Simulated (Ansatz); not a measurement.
# CHGaP (quartet): wave-function methods side by side, cc-pVDZ

The task here is to estimate one member of a computed series from the others.

Program: Ansatz 0.2.0, Gaussian basis. Level of theory: cc-pVDZ, core rule «outside noble gas», up to 20 orbitals frozen. These are calculated values, not measurements.

The runs, in order: UHF; CCSD(T) on UHF; BCCD(T) on ROHF; CISD; CCSDT(Q) on ROHF; CCSDT(Q) on UHF.

39 further runs of the same task are left out: 1 for a known fault of the program, 22 that didn't finish, 16 set aside as unsound or not needed.

### The geometry

The geometry is a PBE0/def2-TZVP stationary point (not a proven minimum). No spin-orbit coupling is included. The filled d shell of Ga may be among the frozen orbitals whatever the setting's name suggests; the logs give the count.

4 atoms, charge 0, spin multiplicity 4.

Atoms are counted from 1 here; the program's logs count them from 0.

Bond lengths: C1–Ga2 1.847 Å, C1–H4 1.082 Å, Ga2–P3 2.156 Å. Angles: Ga2–C1–H4 158.5°, C1–Ga2–P3 175.1°.

The first run:

The input, in.yaml:

```yaml
crystal:
  periodic: [false, false, false]
  atoms:
    - {symbol: C, position_ang: [0.000013, -0.135477, 1.202538]}
    - {symbol: Ga, position_ang: [0.000043, -0.010099, -0.640185]}
    - {symbol: P, position_ang: [0.000015, -0.046795, -2.795622]}
    - {symbol: H, position_ang: [-0.000072, 0.192371, 2.233269]}
basis:
  gaussian: {orbitals: cc-pVDZ}
magnetization: {spin_polarized: true, initial_magnetization: 3}
hamiltonian: {xc: hf}
output: {orbitals: {seedname: orbitals}}
```

Run with:

```bash
$ ansatz run in.yaml --threads 1 --pin off --events-out ev --progress --plain --max-ram 2393MiB
```

Among the steps run: UHF; CCSD(T) on UHF; BCCD(T) on ROHF; CISD; CCSDT(Q) on ROHF; CCSDT(Q) on UHF.

One table of the session follows, with a row left open; its other results are not shown here.

| method | from UCCSDT(Q) (kJ/mol) |
| --- | --- |
| UHF | +723.7 |
| UMP2 | +154.6 |
| UCCSD | +36.5 |
| UCCSD(T) | +9.3 |
| BCCD(T) | ? |
| UCCSDT | +2.8 |
| UCCSDT(Q) | 0 |

**Question.** Estimate the row for BCCD(T).

As computed: from UCCSDT(Q) (kJ/mol): +9.2. In the column «from UCCSDT(Q) (kJ/mol)» it lies between UCCSDT (+2.8) and UCCSD(T) (+9.3).

Not comparable, so not listed: CISD; CCSDT(Q) on ROHF (they don't share determinant, frozen orbitals or solution with the rows shown, or repeat one).

With the free atoms at the same levels and basis (separate runs), the atomisation energy is 7.463 eV at UCCSDT(Q), 7.392 eV at UCCSD(T).
